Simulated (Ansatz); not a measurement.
# CrF (doublet): relaxing a cheap start

Where does this start of CrF (doublet) end when it is relaxed?

The runs use Ansatz 0.2.0, Gaussian basis; UKS PBE0/def2-TZVP.

**1. Starting geometry**

2 atoms, charge 0, spin multiplicity 2.

Atoms are counted from 1 here; the program's logs count them from 0.

Bond lengths: Cr1–F2 1.960 Å.

Coordinates:

```xyz
2
CrF
Cr    0.0000    0.0000    0.0000
F     0.0000    0.0000    1.9600
```

The start is set by covalent radii. Sticks and bond lists go by distance. 

**2. Relaxation**

in.yaml reads:

```yaml
crystal:
  periodic: [false, false, false]
  atoms:
    - {symbol: Cr, position_ang: [0.000000, 0.000000, 0.000000]}
    - {symbol: F, position_ang: [0.000000, 0.000000, 1.960000]}
basis:
  gaussian: {orbitals: def2-TZVP}
magnetization: {spin_polarized: true, initial_magnetization: 1}
hamiltonian: {xc: pbe0}
relax: {f_tol: 0.004, max_steps: 80}
```

Command:

```console
$ ansatz run in.yaml --threads 1 --pin off --events-out ev --progress --plain --max-ram 2176MiB
```

**Question.** What will these runs give? Wanted: energy gained; shift from the start; total energy; dipole moment; ⟨S²⟩.

The runs gave:

```
                  quantity           value
                     steps               5
             energy gained        0.343 eV
shift from the start (rms)         0.099 Å
              total energy  -31129.5114 eV
             dipole moment          3.93 D
                      ⟨S²⟩           2.752
```

In words: The bonds of the start are those of the end. Cr1–F2 went from 1.960 to 1.762 Å. The determinant is spin-contaminated (excess 2.00). No vibrations were run, so this is a stationary point, not a proven minimum, and this spin need not be the ground state's.
